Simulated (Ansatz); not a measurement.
**C₆H₄F₆O₂Zn: up Jacob's ladder to CCSD(T)**

An exercise on one series of results from a longer session: the logs are not shown, and one member is left open.

The runs use Ansatz 0.2.0, Gaussian basis; functionals in def2-TZVPP, the program's frozen cores in correlated methods.

Plan: LDA (SPW92), PBE-D4, revPBE-D4, BLYP-D4, r2SCAN-D4, B97M-V, PBE0-D4, B3LYP-D4, r2SCANh-D4, r2SCAN0-D4, HSE06-D4, BHLYP-D4, CAM-B3LYP-D4, LC-ωPBE, ωB97X-V, ωB97M-V, B2PLYP, PBE-QIDH; CCSD(T)/def2-SVP; CCSD(T)/def2-TZVPP; MP2/def2-QZVPP; extrapolation to the limit; RPA on PBE.

## Structure used throughout

All runs share one geometry, relaxed beforehand with PBE0-D4 in a triple-zeta def2 set.

SMILES `[CH3][Zn-]1[O]C(C(F)(F)F)=CC(C(F)(F)F)=[O+]1`, 19 atoms, charge 0, spin multiplicity 1.

Atoms are counted from 1 here; the program's logs count them from 0.

Bond lengths: C1–Zn2 1.938 Å, C1–H16 1.092 Å, C1–H17 1.092 Å, C1–H18 1.091 Å, Zn2–O3 1.981 Å, Zn2–O15 1.982 Å, O3–C4 1.253 Å, C4–C5 1.539 Å, C4–C9 1.391 Å, C5–F6 1.331 Å, C5–F7 1.333 Å, C5–F8 1.331 Å, C9–C10 1.391 Å, C9–H19 1.077 Å, C10–C11 1.539 Å, C10–O15 1.253 Å, C11–F12 1.331 Å, C11–F13 1.333 Å and more. Angles: Zn2–C1–H16 110.4°, Zn2–C1–H17 110.3°, Zn2–C1–H18 110.8°, H16–C1–H17 108.1°, H16–C1–H18 108.7°, H17–C1–H18 108.6°, C1–Zn2–O3 134.9°, C1–Zn2–O15 134.9°, O3–Zn2–O15 90.2°, Zn2–O3–C4 126.2°, O3–C4–C5 113.3°, O3–C4–C9 128.0°, C5–C4–C9 118.7°, C4–C5–F6 109.9°, C4–C5–F7 112.6°, C4–C5–F8 109.9°, F6–C5–F7 108.0°, F6–C5–F8 108.3° and more.

The first run:

File in.yaml:

```yaml
crystal:
  periodic: [false, false, false]
  atoms:
    - {symbol: C, position_ang: [-1.918016, -1.291567, 3.052835]}
    - {symbol: Zn, position_ang: [-0.948100, -0.638213, 1.507516]}
    - {symbol: O, position_ang: [-0.946285, 1.047924, 0.466718]}
    - {symbol: C, position_ang: [-0.230715, 1.300953, -0.529868]}
    - {symbol: C, position_ang: [-0.472403, 2.705005, -1.111302]}
    - {symbol: F, position_ang: [-0.223303, 3.627801, -0.184885]}
    - {symbol: F, position_ang: [0.299027, 2.961881, -2.167174]}
    - {symbol: F, position_ang: [-1.742878, 2.824957, -1.490460]}
    - {symbol: C, position_ang: [0.714969, 0.480224, -1.136394]}
    - {symbol: C, position_ang: [0.977919, -0.799741, -0.658455]}
    - {symbol: C, position_ang: [2.036547, -1.654161, -1.377564]}
    - {symbol: F, position_ang: [3.010712, -1.975806, -0.529206]}
    - {symbol: F, position_ang: [2.585107, -1.023310, -2.415386]}
    - {symbol: F, position_ang: [1.482883, -2.779010, -1.824920]}
    - {symbol: O, position_ang: [0.451449, -1.381835, 0.317825]}
    - {symbol: H, position_ang: [-2.994243, -1.226473, 2.882338]}
    - {symbol: H, position_ang: [-1.677901, -0.691406, 3.932654]}
    - {symbol: H, position_ang: [-1.659884, -2.330836, 3.260625]}
    - {symbol: H, position_ang: [1.255104, 0.843613, -1.994886]}
basis:
  gaussian: {orbitals: def2-TZVPP}
hamiltonian: {xc: lda}
output: {orbitals: {seedname: orbitals}}
```

Launch:

```console
$ ansatz run in.yaml --threads 11 --pin off --events-out ev --progress --plain --max-ram 110592MiB --backend cuda --devices 0, --max-vram 75GiB
```

Steps of the session up to this table: LDA; PBE-D4 (GGA); revPBE-D4 (GGA); BLYP-D4 (GGA); r2SCAN-D4 (meta-GGA); B97M-V (meta-GGA); PBE0-D4 (hybrid); B3LYP-D4 (hybrid); r2SCANh-D4 (hybrid); r2SCAN0-D4 (hybrid); HSE06-D4 (hybrid); BHLYP-D4 (hybrid); CAM-B3LYP-D4 (range-separated); LC-ωPBE (range-separated); ωB97X-V (range-separated); ωB97M-V (range-separated); B2PLYP (double hybrid); PBE-QIDH (double hybrid).

One table of the session follows, with a row left open; its other results are not shown here.

It belongs to the step «Orbital energies across the functionals». 

```
  functional  HOMO (eV)  LUMO (eV)  gap (eV)
 LDA (SPW92)      -7.30      -4.04      3.26
      PBE-D4      -7.04      -3.71      3.33
   revPBE-D4      -6.93      -3.58      3.35
     BLYP-D4      -6.91      -3.57      3.34
   r2SCAN-D4      -7.24      -3.67      3.57
      B97M-V      -7.23      -3.53      3.70
     PBE0-D4      -8.19      -2.92      5.28
    B3LYP-D4      -8.00      -3.12      4.87
  r2SCANh-D4      -7.68      -3.36      4.32
  r2SCAN0-D4      -8.35      -2.90      5.44
    HSE06-D4      -7.79      -3.30      4.49
    BHLYP-D4          ?          ?         ?
CAM-B3LYP-D4      -9.48      -1.86      7.62
     LC-ωPBE     -10.72      -0.78      9.94
     ωB97X-V     -10.39      -0.77      9.62
     ωB97M-V     -10.30      -0.81      9.50
```

Q: Estimate the row for BHLYP-D4 from the others.

Worked estimate for «HOMO (eV)». Against the share of exact exchange, BLYP-D4 (0, -6.91), B3LYP-D4 (0.2, -8.00) give a slope of -5.45 per unit share; at 0.5 the line stands at -9.63.

The run gave: HOMO (eV): -9.23; LUMO (eV): -1.96; gap (eV): 7.27. In «HOMO (eV)» the line misses by -0.40.
